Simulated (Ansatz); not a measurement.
# H2O with BF3: structure and interaction energy

How do H2O and BF3 sit together, how strongly do they interact, and which methods get it right?

Program: Ansatz 0.2.0, Gaussian basis. Level of theory: PBE0-D4 structure, single points in def2-TZVPPD. These are calculated values, not measurements.

Levels: PBE-D4, revPBE-D4, BLYP-D4, r2SCAN-D4, B97M-V, PBE0-D4, B3LYP-D4, HSE06-D4, wB97X-V, wB97M-V, B2PLYP, Hartree-Fock, MP2, CCSD, CCSD(T). The reference is CCSD(T) extrapolated to the basis limit.

Cores are frozen in the correlated methods. B3LYP uses VWN-RPA correlation. B2PLYP carries no dispersion term here.

176 further runs of the same task are left out: 176 set aside as unsound or not needed. Runs told in other sessions of the task aren't counted.

### Step 1. The system as given

The pair, from a GFN2-xTB docking trial: 7 atoms, charge 0, spin multiplicity 1.

Atoms are counted from 1 here; the program's logs count them from 0.

Bond lengths: O1–H2 0.967 Å, O1–H3 0.966 Å, F4–B5 1.324 Å, B5–F6 1.342 Å, B5–F7 1.331 Å. Angles: H2–O1–H3 109.7°, F4–B5–F6 116.5°, F4–B5–F7 117.5°, F6–B5–F7 115.3°.

Coordinates:

```mol
BF3H2O
  3D, bonds by distance, orders not assigned

  7  5  0  0  0  0  0  0  0  0999 V2000
   -0.1671   -0.2705   -1.0312 O   0  0
   -0.4939    0.5736   -1.3708 H   0  0
    0.7378   -0.4166   -1.3360 H   0  0
   -0.0781   -1.2478    1.2273 F   0  0
   -0.0412   -0.0131    0.7495 B   0  0
    1.1446    0.6135    0.7979 F   0  0
   -1.1022    0.7608    0.9634 F   0  0
  1  2  8  0
  1  3  8  0
  4  5  8  0
  5  6  8  0
  5  7  8  0
M  END
```

Atoms 1 to 3 are fragment A (H2O), the rest fragment B (BF3).

### Step 2. A first relaxation in a small basis

pre/in.yaml

```yaml
crystal:
  periodic: [false, false, false]
  atoms:
    - {symbol: O, position_ang: [-0.167100, -0.270500, -1.031200]}
    - {symbol: H, position_ang: [-0.493900, 0.573600, -1.370800]}
    - {symbol: H, position_ang: [0.737800, -0.416600, -1.336000]}
    - {symbol: F, position_ang: [-0.078100, -1.247800, 1.227300]}
    - {symbol: B, position_ang: [-0.041200, -0.013100, 0.749500]}
    - {symbol: F, position_ang: [1.144600, 0.613500, 0.797900]}
    - {symbol: F, position_ang: [-1.102200, 0.760800, 0.963400]}
basis:
  gaussian: {orbitals: def2-SVP}
hamiltonian: {xc: pbe, dispersion: d4}
relax: {f_tol: 0.03, max_steps: 250}
```

Started as:

```
ansatz run in.yaml --threads 4 --pin off --events-out ev --progress --plain --max-ram 9574MiB
```

Further steps of the session: Relaxation at PBE0-D4; PBE-D4/def2-TZVPPD; r2SCAN-D4/def2-TZVPPD; PBE0-D4/def2-TZVPPD; B3LYP-D4/def2-TZVPPD; wB97X-V/def2-TZVPPD; wB97M-V/def2-TZVPPD; B2PLYP/def2-TZVPPD; BLYP-D4/def2-TZVPPD; revPBE-D4/def2-TZVPPD; B97M-V/def2-TZVPPD; HSE06-D4/def2-TZVPPD; CCSD(T)/def2-TZVPPD; MP2/def2-QZVPPD; Hartree-Fock/STO-3G; PBE-D4/STO-3G; B3LYP-D4/6-31G; SPW92/def2-SVP; PBE-D4/def2-SVP; PBE0-D4/def2-SVP; wB97M-V/def2-SVP; CCSD(T)/def2-SVP; Vibrations of the pair.

Before running it: what results should come out? Wanted: interaction energy, CCSD(T)/CBS; of it Hartree-Fock; D4 term of PBE0-D4; shortest contact; lowest wavenumber.

**Answer**, as computed:

```
                        quantity         value
 interaction energy, CCSD(T)/CBS      -969 meV
of it Hartree-Fock (basis limit)      -909 meV
              D4 term of PBE0-D4       -34 meV
                shortest contact  O1–B5 1.77 Å
               lowest wavenumber       66 cm⁻¹
```

In words: The pair is bound by 969 meV at fixed fragment shapes. Hartree-Fock gives 94 % of it, so electrostatics, induction and charge transfer lead. The functionals run from wB97M-V, off by +8 meV, to BLYP-D4, off by +272 meV, against CCSD(T)/CBS. Mean unsigned error by rung: GGA 216, meta-GGA 22, hybrid 61, screened hybrid 9, range-separated hybrid 12, double hybrid 123 meV. The double hybrids carry no dispersion term here, unlike the levels marked D4 or V. PBE-D4 gives an interaction energy 138 meV too high, an error of 14 % of the reference. CCSD(T) moves by -78 meV from triple zeta to the limit; gaps between functionals far smaller than that don't rank them. A lower arrangement may exist.
